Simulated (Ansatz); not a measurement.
# Ti2SiGe2: the cost of one run

Program: Ansatz 0.2.0. Level of theory: DFT PBE, scalar-relativistic, plane waves, PAW. These are calculated values, not measurements.

1 further run of the same task is left out (set aside as unsound or not needed).

## Step 1: The starting structure

The structure is trigonal, space group P-3m1 (No. 164). Conventional cell: a = 2.977 Å, b = 2.977 Å, c = 10.768 Å, α = 90.00°, β = 90.00°, γ = 120.00°. Ti (site symmetry 3m) has 3 Ge at 2.67 Å and 3 Si at 2.70 Å and 6 Ti at 2.98 Å as nearest neighbours. Si (site symmetry -3m) has 6 Ti at 2.70 Å as nearest neighbours. Around Ge (site symmetry 3m) lie 1 Ge at 2.50 Å and 3 Ti at 2.67 Å.

Coordinates:

```
Ti Si Ge
1.0
     2.97651    0.00000    0.00000
    -1.48825    2.57773    0.00000
     0.00000    0.00000   10.76820
Ti Si Ge
2 1 2
Direct
  0.33333 0.66667 0.19389
  0.66667 0.33333 0.80611
  0.00000 0.00000 0.00000
  0.00000 0.00000 0.38389
  0.00000 0.00000 0.61611
```

The cell was relaxed beforehand at this level, from a generated guess; it needn't be the stable form of this composition. At a tolerance of 0.05 Å it has space group P-3m1 (No. 164); it has 16.52 Å³/atom, an uncorrected energy of -0.22 eV/atom over the elements.

## Step 2: Static run: bands, density of states and charges

Input file input.yaml:

```yaml
crystal:
  lattice:
    - [2.9765072314, 0.0, 0.0]
    - [-1.4882536157, 2.5777308769, 0.0]
    - [0.0, 0.0, 10.7681965339]
  atoms:
    - { symbol: Ti, position: [0.3333333333, 0.6666666667, 0.1938943363] }
    - { symbol: Ti, position: [0.6666666667, 0.3333333333, 0.8061056637] }
    - { symbol: Si, position: [0.0, 0.0, 0.0] }
    - { symbol: Ge, position: [0.0, 0.0, 0.3838926058] }
    - { symbol: Ge, position: [0.0, 0.0, 0.6161073942] }
basis:
  ecutwfc: 420
kpoints:
  mp_grid: { grid: [12, 12, 4] }
  band_path:
    path:
      - [[0.0, 0.0, 0.0], [0.5, 0.0, 0.0], [0.33333333, 0.33333333, 0.0], [0.0, 0.0, 0.0], [0.0, 0.0, 0.5], [0.5, 0.0, 0.5], [0.33333333, 0.33333333, 0.5], [0.0, 0.0, 0.5]]
      - [[0.5, 0.0, 0.5], [0.5, 0.0, 0.0]]
      - [[0.33333333, 0.33333333, 0.5], [0.33333333, 0.33333333, 0.0]]
    npoints: 14
hamiltonian:
  xc: pbe
scf:
  occupations: { method: gaussian, width: 0.1 }
  n_extra_bands: 12
output:
  forces: true
  stress: true
  eigenvalues: true
  populations: true
  dos: { projected: true, de: 0.02, nscf_kmesh: { grid: [15, 15, 5] } }
  bader: true
  write_density: true
  write_potential: true
  elf: true
  volumetric_format: npy
```

On the command line:

```bash
ansatz run input.yaml --threads 1 --pin off --max-ram 2560MiB --backend cpu --events-out ev --progress --plain --runs-dir out
```

**Question.** How long does this run take on 1 thread of Arm Neoverse V2, shared host, and how much memory does it need?

About 51 s, with a peak of 0.52 GiB.
